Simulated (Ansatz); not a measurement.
# CdPtF3: the cost of one run

Method: DFT PBE, scalar-relativistic, plane waves, PAW, in Ansatz 0.2.0.

### Step 1. The system as given

It takes space group P-62m (No. 189, hexagonal). Conventional cell: a = 3.762 Å, b = 3.762 Å, c = 6.981 Å, α = 90.00°, β = 90.00°, γ = 120.00°. Cd (site symmetry -62m) has 6 F at 1.80 to 1.96 Å as nearest neighbours. Pt (site symmetry -62m) is surrounded by 2 Cd at 3.49 Å and 6 Pt at 3.76 Å and 12 F at 3.93 to 4.00 Å. F (site symmetry m2m) has 2 Cd at 1.80 to 1.96 Å as nearest neighbours.

Structure file:

```cif
data_structure
_symmetry_space_group_name_H-M 'P-62m'
_symmetry_Int_Tables_number 189
_cell_length_a 3.7623
_cell_length_b 3.7623
_cell_length_c 6.9807
_cell_angle_alpha 90.000
_cell_angle_beta 90.000
_cell_angle_gamma 120.000
_cell_volume 85.57
loop_
_atom_site_label
_atom_site_type_symbol
_atom_site_symmetry_multiplicity
_atom_site_Wyckoff_symbol
_atom_site_fract_x
_atom_site_fract_y
_atom_site_fract_z
_atom_site_occupancy
Cd1 Cd 1 b 0.00000 0.00000 0.50000 1
Pt1 Pt 1 a 0.00000 0.00000 0.00000 1
F1 F 3 g 0.52100 0.00000 0.50000 1
```

Recipe of the guess: random cell by space group and Wyckoff sites (P-62m, No. 189). The dimensions are guesses.

### Step 2. The guess as it stands, on a coarse mesh

File input.yaml:

```yaml
crystal:
  lattice:
    - [3.76233231, 0.0, 0.0]
    - [-1.88116616, 3.25827536, 0.0]
    - [0.0, 0.0, 6.98072716]
  atoms:
    - { symbol: Cd, position: [0.0, 0.0, 0.5] }
    - { symbol: Pt, position: [0.0, 0.0, 0.0] }
    - { symbol: F, position: [0.52099675, 0.0, 0.5] }
    - { symbol: F, position: [0.0, 0.52099675, 0.5] }
    - { symbol: F, position: [0.47900325, 0.47900325, 0.5] }
basis:
  ecutwfc: 420
kpoints:
  mp_grid: { grid: [6, 6, 4] }
hamiltonian:
  xc: pbe
scf:
  occupations: { method: gaussian, width: 0.1 }
  lower_state_search: "off"
output:
  forces: true
  stress: true
  eigenvalues: true
```

The run is started by

```
> ansatz run input.yaml --threads 1 --pin off --max-ram 2560MiB --backend cpu --events-out ev --progress --plain --runs-dir out
```

Q: Estimate wall time and peak memory on 1 thread of Intel Xeon 6975P-C (Granite Rapids), shared host.

About 3.6 s, with a peak of 0.41 GiB.
